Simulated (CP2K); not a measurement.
# Two attempts at C2H6AlN (SMILES C[CH]1[NH][AlH]1)

Wanted: energy and gradient of C2H6AlN, IPEA1-xTB.

Program for the calculation: CP2K 2026.2.

1 further run of the same task is left out (set aside as unsound or not needed).

**1. The molecule**

The species is C2H6AlN (10 atoms), meant as a singlet with charge 0. As SMILES, `C[CH]1[NH][AlH]1`. The shape comes from GFN2-xTB, which is rough for such elements, and wasn't checked as a minimum.

Bond lengths: C1–C2 1.516 Å, C2–N3 1.567 Å, C2–Al4 1.947 Å, N3–Al4 1.744 Å, C1–H5 1.088 Å, C1–H6 1.091 Å, C1–H7 1.088 Å, C2–H8 1.096 Å, N3–H9 1.012 Å, Al4–H10 1.539 Å. Some angles: C1–C2–N3 113.3°, C1–C2–Al4 128.6°, N3–C2–Al4 58.3°, C2–N3–Al4 71.8°, C2–Al4–N3 49.9°, C1–C2–H8 109.4°, N3–C2–H8 111.1°, Al4–C2–H8 120.9°, C2–C1–H5 110.4°, C2–C1–H6 110.5°.

**2. The input as first written**

Input file gas.inp:

```
&GLOBAL
 PROJECT_NAME gas
 RUN_TYPE ENERGY_FORCE
 PRINT_LEVEL MEDIUM
&END

&FORCE_EVAL
 METHOD QS
 &DFT
  &QS
   METHOD XTB
   EPS_DEFAULT 1.0E-10
   &XTB
    GFN_TYPE TBLITE
    &TBLITE
     METHOD IPEA1
    &END
    CHECK_ATOMIC_CHARGES F
   &END
  &END
  # cluster boundary conditions
  &POISSON
   PERIODIC NONE
   POISSON_SOLVER ANALYTIC
  &END
  # SCF settings
  &SCF
   SCF_GUESS ATOMIC
   EPS_SCF 1.0E-07
   MAX_SCF 150
   ADDED_MOS 8
   &DIAGONALIZATION
    ALGORITHM STANDARD
   &END
   &MIXING
    METHOD DIRECT_P_MIXING
    ALPHA 0.4
   &END
   &SMEAR ON
    METHOD FERMI_DIRAC
    ELECTRONIC_TEMPERATURE [K] 300
   &END
  &END
  &PRINT
   &MOMENTS
    PERIODIC F
    REFERENCE COM
    MAX_MOMENT 1
   &END
   &MO ON
    ENERGIES T
    OCCUPATION_NUMBERS T
    NDIGITS 6
    &EACH
     QS_SCF 0
    &END
    ADD_LAST NUMERIC
   &END
   &HIRSHFELD OFF
   &END
  &END
 &END
 &SUBSYS
  # box in angstrom
  &CELL
   ABC [Ang] 21.1 19 19
   PERIODIC NONE
  &END
  &COORD
   C     -1.187380     0.576150    -0.211140
   C     -0.070580    -0.447200    -0.282310
   N      0.800040    -0.506550     1.019250
   Al     1.852430    -0.146760    -0.324430
   H     -1.698350     0.645910    -1.169270
   H     -1.921270     0.288240     0.543170
   H     -0.794960     1.556970     0.050450
   H     -0.491660    -1.430480    -0.521050
   H      0.310870    -0.738860     1.874290
   H      3.200860     0.202580    -0.978970
  &END
  &TOPOLOGY
   &CENTER_COORDINATES
   &END
  &END
 &END
 # extra output
 &PRINT
  &FORCES ON
  &END
 &END
&END
```

On the command line:

```sh
$ OMP_NUM_THREADS=1 cp2k.psmp -i gas.inp -o gas.out
```

The program printed:

```text
*******************************************************************************
 *   ___                                                                       *
 *  /   \                                                                      *
 * [ABORT]                                                                     *
 *  \___/                            Unknown unit: Ang                         *
 *    |                                                                        *
 *  O/|                                                                        *
 * /| |                                                                        *
 * / \                                                   common/cp_units.F:384 *
 *******************************************************************************

 ===== Routine Calling Stack =====

            6 val_create_parsing
            5 section_vals_parse
            4 section_vals_parse
            3 section_vals_parse
            2 section_vals_parse
            1 read_input

Program received signal SIGABRT: Process abort signal.

Backtrace for this error:
#0  0x5837f431f957 in ???
#1  0x583814bd4cac in __pthread_kill_implementation
#2  0x583814b7bfb7 in raise
#3  0x583814b65d37 in abort
#4  0x5837f49f2d83 in ???
#5  0x5837f49f4297 in ???
#6  0x5837f49f4497 in ???
#7  0x5837f4a29b03 in ???
#8  0x5837f4b609a7 in ???
#9  0x5837f4b61aab in ???
#10  0x5837f4b6367b in ???
#11  0x5837f4b638f7 in ???
#12  0x5837f4b638f7 in ???
#13  0x5837f4b638f7 in ???
#14  0x5837f4439807 in ???
#15  0x5837f4ca4e8b in ???
#16  0x5837f4ca9d0b in ???
#17  0x5837f43c0db3 in ???
#18  0x5837f43bef13 in ???
#19  0x583814b66573 in __libc_start_call_main
#20  0x583814b66657 in __libc_start_main_impl
#21  0x5837f43bf06f in ???
#22  0xffffffffffffffff in ???
```

It took 0.23 s on 1 thread of Arm Neoverse V1, shared host.

**3. Diagnosis**

The input was rejected.

The telling line is `\___/                            Unknown unit: Ang`. Cause: the input holds a word that the program doesn't know.

**4. Second attempt**

Input file molecule.inp:

```
&GLOBAL
 PROJECT molecule
 RUN_TYPE ENERGY_FORCE
 PRINT_LEVEL HIGH
&END

&FORCE_EVAL
 METHOD Quickstep
 &DFT
  CHARGE 0
  MULTIPLICITY 1
  &QS
   METHOD XTB
   EPS_DEFAULT 1.0E-10
   &XTB
    GFN_TYPE TBLITE
    &TBLITE
     METHOD IPEA1
    &END
    CHECK_ATOMIC_CHARGES F
   &END
  &END
  &POISSON
   PERIODIC NONE
   POISSON_SOLVER ANALYTIC
  &END
  &SCF
   SCF_GUESS ATOMIC
   EPS_SCF 1.0E-07
   MAX_SCF 53
   ADDED_MOS 8
   &DIAGONALIZATION
    ALGORITHM STANDARD
   &END
   &MIXING
    METHOD DIRECT_P_MIXING
    ALPHA 0.8
   &END
   &SMEAR ON
    METHOD FERMI_DIRAC
    ELECTRONIC_TEMPERATURE [K] 300
   &END
  &END
  &PRINT
   &MOMENTS
    PERIODIC F
    REFERENCE COM
    MAX_MOMENT 1
   &END
   &MO ON
    ENERGIES T
    OCCUPATION_NUMBERS T
    NDIGITS 6
    &EACH
     QS_SCF 0
    &END
    ADD_LAST NUMERIC
   &END
   &HIRSHFELD OFF
   &END
  &END
 &END
 &SUBSYS
  &CELL
   ABC [angstrom] 21.1 19 19
   PERIODIC NONE
  &END
  &COORD
   C     -1.187380     0.576150    -0.211140
   C     -0.070580    -0.447200    -0.282310
   N      0.800040    -0.506550     1.019250
   Al     1.852430    -0.146760    -0.324430
   H     -1.698350     0.645910    -1.169270
   H     -1.921270     0.288240     0.543170
   H     -0.794960     1.556970     0.050450
   H     -0.491660    -1.430480    -0.521050
   H      0.310870    -0.738860     1.874290
   H      3.200860     0.202580    -0.978970
  &END
  &TOPOLOGY
   &CENTER_COORDINATES
   &END
  &END
 &END
 &PRINT
  &FORCES ON
  &END
 &END
&END
```

On the command line:

```sh
$ OMP_NUM_THREADS=1 cp2k.psmp -i molecule.inp > molecule.out 2>&1
```

The program printed:

```text
CP2K| version string:                                       CP2K version 2026.2
[...]
 GLOBAL| Method name                                                        CP2K
[...]
 GLOBAL| Run type                                                   ENERGY_FORCE
[...]
                             - Atoms:                                         10
[...]
                             - Spherical basis functions:                     36
[...]
 Number of electrons:                                                         22
[...]
  *** SCF run converged in    20 steps ***
[...]
  Fermi energy:                                                -0.27519034178544
[...]
 TB_DIPOLE| Moment [Debye]          0.82044644       0.11817183      -0.74062468
 TB_DIPOLE| Derivative [a.u.]       0.00000000       0.00000000       0.00000000
[...]
 ENERGY| Total FORCE_EVAL ( QS ) energy [hartree]            -13.235792845935569
 FORCES| Atomic forces [hartree/bohr]
 FORCES|   Atom     x               y               z               |f|
 FORCES|      1 -2.63051227E-03 -2.20046632E-03  6.86450394E-03   7.67352990E-03
 FORCES|      2  1.91300869E-02 -6.96712114E-04 -7.77592958E-03   2.06618178E-02
 FORCES|      3  6.24251693E-03  2.87557649E-03  3.72156988E-03   7.81588384E-03
 FORCES|      4  5.78425895E-03  4.46150165E-03 -2.98550316E-02   3.07357375E-02
 FORCES|      5 -2.21105705E-03  5.56053949E-04 -4.92552411E-03   5.42759219E-03
 FORCES|      6 -2.24994462E-03  6.52547168E-04  1.83952717E-03   2.97857832E-03
 FORCES|      7 -6.20729291E-05  5.62904861E-03  1.01910022E-03   5.72089212E-03
 FORCES|      8 -4.37927350E-03 -3.26960489E-03  4.02321515E-03   6.78635489E-03
 FORCES|      9 -7.89736139E-03 -3.78534174E-03  7.77097839E-03   1.17083404E-02
 FORCES|     10 -1.17266411E-02 -4.22260280E-03  1.73175905E-02   2.13364343E-02
 FORCES| Sum     1.04083409E-16  1.27502175E-16 -1.35308431E-16
 FORCES| Total atomic force                                       2.13069313E-16
 *** WARNING in force_env_methods.F:472 :: To print the stress tensor ***
 *** switch on the virial evaluation with the keyword: STRESS_TENSOR  ***
[...]
```

Run time: 0.51 s. Hardware: 1 thread of Arm Neoverse V1, shared host.

**5. Outcome**

At IPEA1-xTB:

| quantity | value |
| --- | --- |
| total energy | -13.23579 Eh |
| dipole moment (from atomic charges alone) | 1.11 D |
| HOMO energy | -10.11 eV |
| LUMO energy | -6.59 eV |
| HOMO–LUMO gap | 3.52 eV |
| largest force on an atom | 1.580 eV/Å |

**Reading.** The dipole comes from point charges on the atoms alone, without atomic dipoles, so it is partial. The largest force is 1.58 eV/Å: the shape isn't a stationary point for this species at this level.
